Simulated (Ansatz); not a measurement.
# Lu3PN2: the cost of one run

Code: Ansatz 0.2.0. PAW datasets, plane waves. The structure was generated, not taken from experiment, and needn't be the ground state; spin polarisation is off.

### 1 The system as given

The cell was relaxed beforehand with r2SCAN.

Space group I4/mmm (No. 139), tetragonal; a = 3.572 Å, c = 14.999 Å in the conventional setting, 15.95 Å³ an atom. N has 6 Lu at 2.25–2.59 Å; Lu has 5 N at 2.25–2.53 Å and 1 P at 2.66 Å; Lu has 4 P at 2.53 Å and 2 N at 2.59 Å; P has 6 Lu at 2.53–2.66 Å.

Coordinates:

Space group I4/mmm (No. 139). a = 3.572 Å, b = 3.572 Å, c = 14.999 Å, α = 90.00°, β = 90.00°, γ = 90.00°
```tsv
atom	site	symmetry	x	y	z
N	4e	4mm	0.5000	0.5000	0.3274
Lu	4e	4mm	0.5000	0.5000	0.1776
Lu	2a	4/mmm	0.0000	0.0000	0.0000
P	2b	4/mmm	0.5000	0.5000	0.0000
```

### 2 PBE bands along the symmetry lines

The input, input.yaml:

```yaml
crystal:
  lattice:
    - [-1.7861269683, 1.7861269683, 7.4994860762]
    - [1.7861269683, -1.7861269683, 7.4994860762]
    - [1.7861269683, 1.7861269683, -7.4994860762]
  atoms:
    - { symbol: "N", position: [0.82737239, 0.82737239, 0.0] }
    - { symbol: Lu, position: [0.6775882228, 0.6775882228, 0.0] }
    - { symbol: "N", position: [0.17262761, 0.17262761, 0.0] }
    - { symbol: Lu, position: [0.0, 0.0, 0.0] }
    - { symbol: P, position: [0.5, 0.5, 0.0] }
    - { symbol: Lu, position: [0.3224117772, 0.3224117772, 0.0] }
kpoints:
  mp_grid: { grid: [10, 10, 10] }
  band_path:
    path:
      - [[0.0, 0.0, 0.0], [2.059976502088e-17, 7.155810594752e-18, 0.5], [0.25, 0.25, 0.25], [3.055345414051e-17, 0.5, -3.055345414051e-17], [0.0, 0.0, 0.0], [0.5, 0.5, -0.5], [0.2641808302388, 0.7358191697612, -0.2641808302388]]
      - [[-0.2641808302388, 0.2641808302388, 0.2641808302388], [0.0, 0.0, 0.0]]
      - [[2.059976502088e-17, 7.155810594752e-18, 0.5], [-0.02836166047762, 0.02836166047762, 0.5]]
      - [[0.5, 0.5, -0.02836166047762], [0.5, 0.5, -0.5]]
    npoints: 10
hamiltonian:
  xc: pbe
scf:
  occupations: { method: fermi_dirac, width: 0.02 }
  n_extra_bands: 5
output:
  forces: true
  stress: true
  eigenvalues: true
  write_density: true
  write_potential: true
  elf: true
  volumetric_format: npy
```

On the command line:

```
$ ansatz run input.yaml --threads 4 --pin off --max-ram 5529MiB --backend cpu --events-out ev --progress --plain --runs-dir out
```

**Question.** How long does this run take on 4 threads of Arm Neoverse N1, shared host, and how much memory does it need?

About 35 s, with a peak of 0.74 GiB.
